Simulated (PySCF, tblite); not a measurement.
# C₆H₈O₂Si: geometry, infrared bands and NMR shifts

Aim: predict the infrared bands and NMR shifts of C₆H₈O₂Si (`O=CCC1=C[SiH2]C=CO1`).

Computed with tblite 0.8.0 and PySCF 2.14.0, with density-fitted response routines of our own, on a single molecule in the gas phase. Atoms count from 0, in the outputs and in this text.

### 1 Starting geometry

17 atoms, charge 0, multiplicity 1; geometry from: force field or distance geometry start.

Bonds of the start (Å): O0–C1 1.22, C1–C2 1.52, C2–C3 1.49, C3–C4 1.36, C4–Si5 1.83, Si5–C6 1.84, C6–C7 1.33, C7–O8 1.38, O8–C3 1.39, C1–H9 1.10, C2–H10 1.10, C2–H11 1.10, C4–H12 1.08, Si5–H13 1.48, Si5–H14 1.47, C6–H15 1.08, C7–H16 1.08.

### 2 Relaxing the molecule with GFN2-xTB

The job: settings as JSON, then the geometry in Å.

```
{"job": {"kind": "relax", "xc": "GFN2-xTB", "basis": "xTB"}, "charge": 0, "multiplicity": 1}
O     -3.661800     0.538600     0.443100
C     -2.698200     0.739600    -0.285000
C     -1.838100    -0.377900    -0.842300
C     -0.439700    -0.202800    -0.355700
C      0.079700    -1.025600     0.600400
Si     1.796300    -0.851800     1.205400
C      2.365200     0.578200     0.204300
C      1.557100     1.170100    -0.673800
O      0.250300     0.828500    -0.971400
H     -2.409600     1.758800    -0.563500
H     -2.279600    -1.338300    -0.547400
H     -1.887300    -0.321100    -1.936500
H     -0.500600    -1.821600     1.052700
H      1.830400    -0.537300     2.653400
H      2.596300    -2.055800     0.913100
H      3.376300     0.917700     0.376200
H      1.856400     2.012700    -1.282800
```

Launch:

```console
> OMP_NUM_THREADS=1 python probes_run.py task.json out
```

One launch serves the whole session: the jobs run in the order shown.

**Question.** This job is followed by: GFN2-xTB harmonic vibrations, gas phase; GIAO PBE0/pcSseg-1 NMR shielding, non-relativistic, gas phase. Predict these results of the whole session: strongest single infrared mode (GFN2-xTB); zero-point energy (GFN2-xTB); 13C shifts against TMS (PBE0/pcSseg-1); 1H shifts against TMS (PBE0/pcSseg-1, means over atoms taken as alike); 17O shifts against H2O (PBE0/pcSseg-1); 29Si shifts against TMS (PBE0/pcSseg-1).

As calculated:

```
                                                              quantity                                       value
                             strongest single infrared mode (GFN2-xTB)                       2190 cm⁻¹, 457 km/mol
                                          zero-point energy (GFN2-xTB)                               75.4 kcal/mol
                                13C shifts against TMS (PBE0/pcSseg-1)  199.9, 164.3, 161.3, 100.0, 98.8, 60.1 ppm
1H shifts against TMS (PBE0/pcSseg-1, means over atoms taken as alike)      9.83, 7.39, 5.23, 5.21, 4.93, 3.18 ppm
                                17O shifts against H2O (PBE0/pcSseg-1)                            700.8, 216.0 ppm
                               29Si shifts against TMS (PBE0/pcSseg-1)                                   -81.9 ppm
```

**Reading.** Relaxing lowered the energy by 0.229 eV in 54 steps; the close pair that moved most is C4–Si5, from 1.828 to 1.869 Å. No mode is imaginary among the 45: a minimum at this level. The strongest single mode, at 2190 cm⁻¹, moves mainly H14 and H13. Unscaled tight-binding wavenumbers are off by several per cent, some by more. Its intensities can rank the bands wrongly. C1 (aldehyde carbonyl carbon) lies farthest downfield among carbon, at 199.9 ppm; low-lying n→π* states of the double bond to the heteroatom give a large paramagnetic term (-262 ppm). The most deshielded hydrogen is H9 (hydrogen on an aldehyde carbonyl carbon), at 9.83 ppm: the formyl region, downfield of aromatic protons. At PBE0/pcSseg-1: Shielding is most anisotropic at O0 (span 1332 ppm, paramagnetic term -759 ppm).
